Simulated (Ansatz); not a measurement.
# Nb2Te: the cost of one run

Method: DFT PBE, scalar-relativistic, plane waves, PAW, in Ansatz 0.2.0.

1 further run of the same task is left out (it didn't finish).

## 1. The system as given

The structure is hexagonal, space group P-6m2 (No. 187). Conventional cell: a = 3.812 Å, b = 3.812 Å, c = 6.304 Å, α = 90.00°, β = 90.00°, γ = 120.00°. Around Nb (site symmetry 3m) lie 3 Te at 2.63 Å and 1 Nb at 2.89 Å. Te (site symmetry -6m2) has 6 Nb at 2.63 Å in its first shell of neighbours.

Coordinates:

```cif
data_structure
_symmetry_space_group_name_H-M 'P-6m2'
_symmetry_Int_Tables_number 187
_cell_length_a 3.8124
_cell_length_b 3.8124
_cell_length_c 6.3039
_cell_angle_alpha 90.000
_cell_angle_beta 90.000
_cell_angle_gamma 120.000
_cell_volume 79.35
loop_
_atom_site_label
_atom_site_type_symbol
_atom_site_symmetry_multiplicity
_atom_site_Wyckoff_symbol
_atom_site_fract_x
_atom_site_fract_y
_atom_site_fract_z
_atom_site_occupancy
Nb1 Nb 2 i 0.66667 0.33333 0.77057 1
Te1 Te 1 a 0.00000 0.00000 0.00000 1
```

Recipe of the guess: random cell by space group and Wyckoff sites (P-6m2, No. 187). The dimensions are guesses.

## 2. Probe: one point on a coarse mesh

input.yaml

```yaml
crystal:
  lattice:
    - [3.8123746, 0.0, 0.0]
    - [-1.9061873, 3.30161325, 0.0]
    - [0.0, 0.0, 6.30386342]
  atoms:
    - { symbol: Nb, position: [0.66666667, 0.33333333, 0.77057128] }
    - { symbol: Nb, position: [0.66666667, 0.33333333, 0.22942872] }
    - { symbol: Te, position: [0.0, 0.0, 0.0] }
basis:
  ecutwfc: 420
kpoints:
  mp_grid: { grid: [6, 6, 4] }
hamiltonian:
  xc: pbe
scf:
  occupations: { method: gaussian, width: 0.1 }
  lower_state_search: "off"
output:
  forces: true
  stress: true
  eigenvalues: true
```

Run with:

```
ansatz run input.yaml --threads 1 --pin off --max-ram 2560MiB --backend cpu --events-out ev --progress --plain --runs-dir out
```

Q: Estimate wall time and peak memory on 1 thread of Intel Xeon at 2.70GHz, shared host.

About 4.4 s, with a peak of 0.35 GiB.
